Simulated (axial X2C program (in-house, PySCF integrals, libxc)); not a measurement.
# All-electron X2C curves of SbC, part 2 of 2

Computed with an in-house X2C program for linear molecules on PySCF integrals; all-electron X2C, Sb dyall-cv3z, C dyall-v3z. The steps go on from the part before.

## (9) PBE0, 2c

State followed: Ω = 1/2 (excess of +ω over −ω: ω = 1/2). The scan is laid around 1.887 Å, a first estimate of the minimum, and this SCF restarts from the orbitals of the search.

Output at 1.887 Å:

```text
two-component X2C + atomic mean field  PBE0
basis functions 166  fitting functions 906  grid points 5076
iter        total energy     max residual
   1      -6515.685703830     7.71e-06
   2      -6515.685703830     1.14e-05
converged
one-electron -9114.43121712  Coulomb 2693.67513405  exact exchange -43.57157696  xc functional -133.39383785  nuclear repulsion 85.81252069  atomic mean-field constant -3.77672664
```

Along the bond, energies from the lowest point:

```
R (Å)  E (eV)  μ (D)  HOMO (eV)  LUMO (eV)  iterations
1.642  1.2230  -2.02      -7.44      -3.51          14
1.717  0.4860  -2.09      -7.24      -3.69          15
1.774  0.1806  -2.13      -7.09      -3.80          15
1.830  0.0322  -2.14      -6.96      -3.90          15
1.887  0.0000  -2.12      -6.84      -3.97           2
1.953  0.0644  -2.08      -6.72      -4.03          16
2.019  0.2006  -2.04      -6.64      -4.08          15
2.104  0.4379  -2.04      -6.58      -4.13          16
2.208  0.7760  -2.10      -6.55      -4.20          16
2.359  1.2924  -2.30      -6.56      -4.28          14
```

Dipoles are positive if C is the positive end.

Outer spinors at the reference distance:

```json
{"ω": "1/2", "occupied": "yes", "ε (eV)": "-18.68", "atomic character": "52% C s, 28% Sb s, 9% Sb p", "λ mixture": "100% σ"}
{"ω": "-1/2", "occupied": "yes", "ε (eV)": "-17.52", "atomic character": "42% Sb s, 38% C s, 10% C p", "λ mixture": "100% σ"}
{"ω": "1/2", "occupied": "yes", "ε (eV)": "-12.73", "atomic character": "40% Sb s, 24% C p, 19% C s", "λ mixture": "100% σ"}
{"ω": "-1/2", "occupied": "yes", "ε (eV)": "-11.48", "atomic character": "34% Sb s, 30% Sb p, 24% C s", "λ mixture": "100% σ"}
{"ω": "1/2", "occupied": "yes", "ε (eV)": "-8.50", "atomic character": "51% C p, 32% Sb p, 12% Sb s", "λ mixture": "98% σ, 2% π"}
{"ω": "-1/2", "occupied": "yes", "ε (eV)": "-7.66", "atomic character": "60% C p, 35% Sb p, 2% Sb d", "λ mixture": "99% π, 1% σ"}
{"ω": "3/2", "occupied": "yes", "ε (eV)": "-7.56", "atomic character": "66% C p, 29% Sb p, 3% Sb d", "λ mixture": "100% π"}
{"ω": "1/2", "occupied": "yes", "ε (eV)": "-7.11", "atomic character": "67% Sb p, 30% C p", "λ mixture": "98% π, 2% σ"}
{"ω": "-3/2", "occupied": "yes", "ε (eV)": "-6.84", "atomic character": "62% Sb p, 35% C p", "λ mixture": "100% π"}
{"ω": "-1/2", "occupied": "no", "ε (eV)": "-3.97", "atomic character": "56% C p, 22% Sb p, 13% C s", "λ mixture": "98% σ, 2% π"}
{"ω": "-1/2", "occupied": "no", "ε (eV)": "-2.49", "atomic character": "59% Sb p, 28% C p, 9% Sb d", "λ mixture": "100% π"}
{"ω": "3/2", "occupied": "no", "ε (eV)": "-2.27", "atomic character": "65% Sb p, 23% C p, 8% Sb d", "λ mixture": "100% π"}
{"ω": "1/2", "occupied": "no", "ε (eV)": "-1.73", "atomic character": "56% C p, 26% Sb p, 14% Sb d", "λ mixture": "100% π"}
```

PBE0 fields in the half plane through the axis: z from -2.4 to 4.2 Å across, distance from the axis 0.15 to 2.25 Å upwards; Sb lies at z = 0 and C at z = 1.887 Å; the ELF is damped to zero where the density is low.

log10 density (e/bohr³). Ten even steps from '0' (-5.00 ) to '9' (1.83 ):
```
01122233333322222211000
11223333333333332221100
12233344444443333322110
22334444444444444332211
22344455555555554433221
23344556665555555443321
23345567776556665543321
23445578987666876544321
```

ELF. Ten even steps from '0' (0.00 ) to '9' (0.91 ):
```
00001344543321100000000
00024567765443221000000
00246788876555443210000
01367887776666666531000
02578864334678888763100
13688633322489999985200
14787437873388469997410
14786365855283918998410
```

Re = 1.878 Å, ωe = 820 cm⁻¹, ωexe = 7.25 cm⁻¹, Be = 0.438 cm⁻¹, De = 3.31 eV, μ = -2.12 D.

## (10) HF, 2c

Output at 1.887 Å:

```text
two-component X2C + atomic mean field  HF
basis functions 166  fitting functions 906  grid points 5076
iter        total energy     max residual
   1      -6513.006596854     3.81e-01
   2      -6513.037574802     1.53e-02
   3      -6513.046022896     1.49e-02
   4      -6513.051557215     1.22e-02
   5      -6513.057128110     9.57e-03
   6      -6513.066301855     5.23e-03
   7      -6513.068291890     1.51e-03
   8      -6513.068200684     2.04e-03
   9      -6513.068462769     7.57e-04
  10      -6513.068501923     6.65e-04
  11      -6513.068535937     5.20e-04
  12      -6513.068562934     3.59e-04
  13      -6513.068580860     1.81e-04
  14      -6513.068586497     7.59e-05
  15      -6513.068586855     1.95e-05
  16      -6513.068586874     4.13e-06
  17      -6513.068586875     1.41e-06
converged
one-electron -9113.65285534  Coulomb 2693.07474987  exact exchange -174.52627545  xc functional 0.00000000  nuclear repulsion 85.81252069  atomic mean-field constant -3.77672664
```

Re = 1.993 Å, ωe = 674 cm⁻¹, ωexe = 3.65 cm⁻¹, Be = 0.3888 cm⁻¹, De = 1.44 eV, μ = -1.23 D.

## (11) r2SCAN, 2c

The SCF at the reference distance of 1.887 Å:

```text
two-component X2C + atomic mean field  r2SCAN
basis functions 166  fitting functions 906  grid points 5076
iter        total energy     max residual
   1      -6516.068693709     1.74e-01
   2      -6516.071466975     2.54e-03
   3      -6516.071477294     2.49e-03
   4      -6516.071530169     1.04e-03
   5      -6516.071462680     2.56e-03
   6      -6516.071541419     3.22e-04
   7      -6516.071543381     1.34e-04
   8      -6516.071544786     7.16e-05
   9      -6516.071545687     3.95e-05
  10      -6516.071546133     1.35e-05
  11      -6516.071546162     3.54e-06
  12      -6516.071546162     4.23e-07
converged
one-electron -9114.24773139  Coulomb 2693.50560682  exact exchange 0.00000000  xc functional -177.36521564  nuclear repulsion 85.81252069  atomic mean-field constant -3.77672664
```

Re = 1.886 Å, ωe = 806 cm⁻¹, ωexe = 6.71 cm⁻¹, Be = 0.4341 cm⁻¹, De = 3.46 eV, μ = -1.96 D.

## (12) Correlated methods, 2c

Correlated methods: 19 electrons correlated (frozen shells, counted by type: Sb 4 s, 3 p, 1 d; C 1 s), 233 virtual spinors in MP2, 110 natural virtuals in coupled cluster.

Output of the correlated part at 1.887 Å:

```text
correlated 19  virtual 233  natural virtual 110  E(MP2) -0.655082202  MP2 remainder -0.040474588
iter   CCSD correlation   residual
   1     -0.576324308   1.51e-01
   2     -0.592363327   8.13e-02
   3     -0.600098592   5.87e-02
   4     -0.604602890   3.87e-02
   5     -0.607588624   1.82e-02
   6     -0.607970175   7.87e-03
   7     -0.607994658   3.75e-03
   8     -0.608008925   1.96e-03
   9     -0.607977710   9.48e-04
  10     -0.608012403   4.94e-04
  11     -0.608009571   3.27e-04
  12     -0.608008962   2.37e-04
  13     -0.608004134   1.42e-04
  14     -0.608004001   7.82e-05
  15     -0.608007705   4.95e-05
  16     -0.608011681   3.23e-05
  17     -0.608013511   1.43e-05
  18     -0.608014143   6.82e-06
  19     -0.608014429   3.71e-06
  20     -0.608014512   1.87e-06
  21     -0.608014510   9.47e-07
(T) -0.023030563  T1 0.0794  D1 0.1801  max T2 0.096
```

MP2: No constants are quoted: the reference is strongly spin-contaminated.

CCSD: Re = 1.884 Å, ωe = 806 cm⁻¹, ωexe = 9.29 cm⁻¹, Be = 0.4352 cm⁻¹, De = 2.65 eV. T1 at Re = 0.056 (Lee–Taylor, the printed value over √2).

CCSD(T): Re = 1.875 Å, ωe = 852 cm⁻¹, ωexe = 11.9 cm⁻¹, Be = 0.4393 cm⁻¹, De = 2.85 eV. T1 at Re = 0.057 (Lee–Taylor, the printed value over √2).

## (13) A higher determinant, 2c

State: Ω = 3/2 (excess of +ω over −ω: ω = 3/2).

Output at the reference distance:

```text
two-component X2C + atomic mean field  PBE0
basis functions 166  fitting functions 906  grid points 5076
iter        total energy     max residual
   1      -6515.668289439     8.55e-06
   2      -6515.668289441     1.65e-05
   3      -6515.668289444     4.32e-06
   4      -6515.668289445     2.71e-06
converged
one-electron -9114.19114824  Coulomb 2693.45252603  exact exchange -43.57116974  xc functional -133.39429154  nuclear repulsion 85.81252069  atomic mean-field constant -3.77672664
```

```
R (Å)  E above the lowest PBE0 point (eV)
1.642                               2.668
1.717                               1.580
1.774                               1.041
1.830                               0.685
1.887                               0.474
1.953                               0.370
2.019                               0.383
2.104                               0.520
2.208                               0.804
```

Re = 1.977 Å, ωe = 768 cm⁻¹, ωexe = 4.03 cm⁻¹, Be = 0.3951 cm⁻¹, μ = -2.89 D. Te = 0.36 eV.

## (14) The 2c curves together

Energy (eV) of the followed determinant, 2c, from each level's lowest point:

```
R (Å)   PBE0     HF  MP2 (spin-contaminated)   CCSD  CCSD(T)  r2SCAN
1.642  1.223  2.047                    1.116    n/a      n/a   1.284
1.717  0.486  1.096                    0.478  0.500    0.476   0.527
1.774  0.181  0.623                    0.203  0.197    0.180   0.207
1.830  0.032  0.308                    0.054  0.041    0.029   0.045
1.887  0.000  0.115                    0.000  0.000    0.000   0.000
1.953  0.064  0.009                    0.025  0.053    0.072   0.051
2.019  0.201  0.000                    0.119  0.178    0.216   0.176
2.104  0.438  0.089                    0.306  0.402    0.461   0.404
2.208  0.776  0.297                    0.598    n/a      n/a   0.736
2.359  1.292  0.698                    1.083    n/a      n/a   1.250
```

The whole job took 10 min on 1 thread of Arm Neoverse V1, shared host; peak memory 1.7 GiB.

## (15) Results

What follows sums up all 2 parts.

Lowest determinant that the search found at its distance, spin-free: M_S = 1/2, Λ = 0 (beyond closed shells: σα).

Lowest determinant that the search found at its distance, 2c: Ω = 1/2 (excess of +ω over −ω: ω = 1/2).

```csv
Hamiltonian,level,Re (Å),ωe (cm⁻¹),De (eV),μ (D)
spin-free,PBE0,1.877,816,3.36,-2.08
spin-free,HF,1.992,675,1.48,-1.22
spin-free,CCSD,1.882,796,2.69,n/a
spin-free,CCSD(T),1.873,836,2.89,n/a
spin-free,r2SCAN,1.886,804,3.50,-1.94
2c,PBE0,1.878,820,3.31,-2.12
2c,HF,1.993,674,1.44,-1.23
2c,CCSD,1.884,806,2.65,n/a
2c,CCSD(T),1.875,852,2.85,n/a
2c,r2SCAN,1.886,806,3.46,-1.96
```

Dipoles are positive if C is the positive end. No constants: spin-free MP2 (the reference is strongly spin-contaminated); 2c MP2 (the reference is strongly spin-contaminated). Spin-free ⟨S²⟩ is off its pure value at PBE0 1.03, HF 2.29, r2SCAN 1.06.

Time per point (s) on 1 thread of Arm Neoverse V1, shared host (2c runs; CCSD comes with the CCSD(T) run); the times are rough: PBE0 0.78, HF 0.61, CCSD(T) 35, r2SCAN 0.74.

**Reading.** At CCSD(T), going from spin-free to two-component changes Re by +2 mÅ, ωe by +1.9 %, which is small (part of it comes from the scalar share of the two-electron terms). De moves by -0.04 eV; both De rest on single-determinant atoms, which can miss part of an open shell's spin–orbit lowering.

De refers to Sb + C, each in the lowest determinant found, which need not be this curve's own limit. The state is a single determinant with fixed occupations, the lowest that a limited PBE0 search found. Dissociation energies refer to the lowest single-determinant-based atoms at the same level and basis. Density functionals use the spin component along the axis (collinear). Coupled cluster ran in a truncated set of natural virtual spinors; the MP2 energy of the rest was added. The meta-GGAs lack a current-density term, which matters for open shells with orbital currents, atoms included. The spin-free determinant is spin-contaminated at some levels. T1 at Re is 0.057 (Lee–Taylor), above the customary mark of 0.02.
